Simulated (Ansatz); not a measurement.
Consider a scan of the energy under strain of MoS₂, space group P-6m2 (the Ansatz DFT code, driven from Python).

The script, `mos2_strain.py`:
```python
# -*- coding: utf-8 -*-
"""A tetragonal strain scan of MoS2."""

import ansatz as az
import numpy as np
from tabulate import tabulate

vectors0 = np.array([
    [3.184126, 0.0, 0.0],
    [-1.592063, 2.757534, 0.0],
    [0.0, 0.0, 17.3346],
])
sites = [
    ("Mo", (0.0, 0.0, 0.0)),
    ("S", (1 / 3, 2 / 3, 0.089493)),
    ("S", (1 / 3, 2 / 3, 0.910507)),
]


def crystal_on(cell):
    crystal = az.Crystal(lattice=az.Lattice.of(cell))
    for symbol, position in sites:
        crystal = crystal.atom(symbol, position)
    return crystal


def main():
    # clamped ions: the fractional positions stay as typed
    values = np.linspace(-0.01, 0.01, 5)
    energies = []
    for d in values:
        strain = np.diag([d, d, (1 + d) ** -2 - 1])
        cell = vectors0 @ (np.eye(3) + strain)
        calc = (
            crystal_on(cell).calculation()
            .functional("r2scan")
            .basis(550)
            .occupations("Fermi-Dirac", width=0.3)
            .mixing("broyden", beta=0.7)
            .scf(tolerance=1e-08)
            .kpoints(12, 12, 2)
            .stress()
        )
        r = calc.run(threads=1).report
        energies.append(r["free_energy_ev"] / len(sites))
        s = r["stress_gpa"]
        print(f"d = {d:+.4f}  stress xx yy zz xy (GPa, compression positive): {s[0][0]:8.3f} {s[1][1]:8.3f} {s[2][2]:8.3f} {s[0][1]:8.3f}")
    energies = np.array(energies)

    print(tabulate(zip(values, 1000 * (energies - energies.min())), headers=["strain", "dE (meV/atom)"], floatfmt=".3f"))
    curvature = 2 * np.polyfit(values, energies, 3)[1]
    volume = abs(np.linalg.det(vectors0)) / len(sites)
    print(f"d2E/dd2 over the volume: {curvature / volume * 160.21766:.1f} GPa")


if __name__ == "__main__":
    main()
```

How much energy does this tetragonal strain cost, and what curvature follows?

Against the unstrained cell the energy per atom changes by +6.26 meV at one end of the scan and +5.28 meV at the other, and its second derivative over the volume is 364.6 GPa.

The run itself:

```console
$ python mos2_strain.py
DeckWarning: output.stress: scf.convergence.dr2_threshold = 1e-8 eV is looser than the 3e-10 eV advised for a printed stress (1e-10 eV for each atom of the cell: 3). What an SCF threshold leaves in a stress goes as its square root, and in the free energy as the threshold itself, and one threshold admits the most on a [...]
d = -0.0100  stress xx yy zz xy (GPa, compression positive):    0.679    0.679   -1.246   -0.000
d = -0.0050  stress xx yy zz xy (GPa, compression positive):    0.396    0.396   -0.582    0.000
d = +0.0000  stress xx yy zz xy (GPa, compression positive):    0.125    0.125    0.070   -0.000
d = +0.0050  stress xx yy zz xy (GPa, compression positive):   -0.136   -0.136    0.708    0.000
d = +0.0100  stress xx yy zz xy (GPa, compression positive):   -0.386   -0.386    1.330    0.000
  strain    dE (meV/atom)
--------  ---------------
  -0.010            6.262
  -0.005            1.635
   0.000            0.000
   0.005            1.253
   0.010            5.284
d2E/dd2 over the volume: 364.6 GPa
```
(Warnings from the package without file and line, shortened.)

What to keep in mind:
- The settings weren't tested for convergence.
- The run is spin-unpolarised.
- The cell holds layers, chains or clusters in vacuum, no bulk phase; its stress is averaged over the vacuum too and scales with the cell's height.
- The smearing is wide enough that free energy and stress hold a thermal part of the electrons.
- The curvature belongs to this strain pattern and to the cell's stress; it equals a single elastic constant only for simple patterns.
- Points of the mesh across the vacuum add cost only.
- The structure comes from a database of computed cells and needn't be a stable or known phase.
- The ions keep their fractional positions (clamped ions).
- It ran for 2.4 min on 1 thread of Intel(R) Xeon(R) Processor @ 2.30GHz (shared host), peak memory 0.95 GiB.
